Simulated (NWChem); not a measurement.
## Tetragonal strain in BP (zincblende structure): splitting of valleys and valence bands

The numbers come from NWChem runs, not from measurements. Level: PBE, default library pseudopotentials (valence charges P 5, B 3), cutoff 30 Ha, shifted 4×4×4 mesh, two-atom cell, no spin-orbit coupling. The cubic cell (a = 4.516 Å, near this level's equilibrium) is stretched by 1 + δ along x and y and by (1 + δ)^−2 along z, at constant volume; symmetry keeps the atoms on their sites. The table gives the lowest empty level on the line to X along z less that along x, and the single valence level at Γ less the pair from which it splits.

```
δ       ε_zz − ε_xx  valley splitting (eV)  valence splitting (eV)
------  -----------  ---------------------  ----------------------
-0.020       0.0612                  0.758                  -0.640
-0.010       0.0303                      ?                       ?
-0.005       0.0151                  0.192                  -0.150
0.005       -0.0149                 -0.194                   0.144
0.010       -0.0297                 -0.390                   0.283
0.020       -0.0588                 -0.785                   0.545
```

Question: The valley splitting goes as Ξᵤ(ε_zz − ε_xx) and, without spin-orbit coupling, the valence splitting as 3b(ε_zz − ε_xx). Fit both through zero and predict the withheld row.

Answer: Ξᵤ ≈ 12.9 eV and 3b ≈ -9.8 eV, so b ≈ -3.3 eV; the rows leave the lines by up to 0.037 eV. Predicted against computed: valley 0.390 against 0.383 eV, valence -0.298 against -0.307 eV.
